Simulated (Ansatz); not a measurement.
# C₄H₆F₄: how energies converge with the basis set

One table from this session's results is given with a row withheld; the runs are named, their logs left out.

Method: one geometry, several basis sets; program: Ansatz 0.2.0, Gaussian basis.

Levels to be run: PBE0-D4/def2-SVP; ωB97M-V/def2-SVP; PBE0-D4/def2-QZVPP; ωB97M-V/def2-QZVPP; the functionals' def2-TZVPP values are taken from earlier runs.

## The relaxed structure

All runs share one geometry, relaxed beforehand with PBE0-D4 in a triple-zeta def2 set.

14 atoms, charge 0, spin multiplicity 1.

Atoms are counted from 1 here; the program's logs count them from 0.

Bond lengths: F1–C2 1.360 Å, C2–F3 1.363 Å, C2–C4 1.505 Å, C2–H9 1.095 Å, C4–C5 1.523 Å, C4–H10 1.093 Å, C4–H11 1.093 Å, C5–C6 1.507 Å, C5–H12 1.092 Å, C5–H13 1.093 Å, C6–F7 1.359 Å, C6–F8 1.363 Å, C6–H14 1.092 Å. Angles: F1–C2–F3 106.7°, F1–C2–C4 110.6°, F1–C2–H9 107.7°, F3–C2–C4 111.2°, F3–C2–H9 107.4°, C4–C2–H9 112.9°, C2–C4–C5 114.9°, C2–C4–H10 108.1°, C2–C4–H11 106.6°, C5–C4–H10 110.7°, C5–C4–H11 109.3°, H10–C4–H11 106.9°, C4–C5–C6 114.6°, C4–C5–H12 110.7°, C4–C5–H13 109.4°, C6–C5–H12 108.1°, C6–C5–H13 106.4°, H12–C5–H13 107.3° and more.

The first run:

Contents of in.yaml:

```yaml
crystal:
  periodic: [false, false, false]
  atoms:
    - {symbol: F, position_ang: [1.731238, -1.563197, 0.478567]}
    - {symbol: C, position_ang: [0.550637, -1.615280, -0.194814]}
    - {symbol: F, position_ang: [-0.416568, -1.873247, 0.729979]}
    - {symbol: C, position_ang: [0.289533, -0.316042, -0.908064]}
    - {symbol: C, position_ang: [0.292422, 0.916756, -0.014078]}
    - {symbol: C, position_ang: [-0.948452, 1.085514, 0.824186]}
    - {symbol: F, position_ang: [-0.873096, 2.264222, 1.497053]}
    - {symbol: F, position_ang: [-2.047645, 1.154389, 0.021699]}
    - {symbol: H, position_ang: [0.592472, -2.472930, -0.873546]}
    - {symbol: H, position_ang: [-0.660998, -0.405883, -1.439995]}
    - {symbol: H, position_ang: [1.069703, -0.214157, -1.666832]}
    - {symbol: H, position_ang: [1.155866, 0.905791, 0.654786]}
    - {symbol: H, position_ang: [0.371505, 1.813991, -0.633434]}
    - {symbol: H, position_ang: [-1.119618, 0.290772, 1.553190]}
basis:
  gaussian: {orbitals: def2-SVP}
hamiltonian: {xc: pbe0, dispersion: d4}
output: {orbitals: {seedname: orbitals}}
```

Command:

```sh
> ansatz run in.yaml --threads 2 --pin off --events-out ev --progress --plain --max-ram 32768MiB --backend cpu
```

Among the steps run: PBE0-D4 in def2-SVP; ωB97M-V in def2-SVP; PBE0-D4 in def2-QZVPP; ωB97M-V in def2-QZVPP.

One of the session's tables, all rows but one given; the rest of the session is left out.

It belongs to the step «Functionals by basis». 

| functional | basis | HOMO (eV) | LUMO (eV) |
| --- | --- | --- | --- |
| PBE0-D4 | def2-SVP | -9.31 | 1.63 |
| PBE0-D4 | def2-TZVPP | -9.45 | 1.10 |
| PBE0-D4 | def2-QZVPP | -9.49 | 0.60 |
| ωB97M-V | def2-SVP | -11.70 | 3.31 |
| ωB97M-V | def2-TZVPP | -11.85 | 2.56 |
| ωB97M-V | def2-QZVPP | ? | ? |

Q: Estimate the row for ωB97M-V, def2-QZVPP from the others.

As computed: HOMO (eV): -11.89; LUMO (eV): 1.74. In the column «HOMO (eV)» it is the lowest.
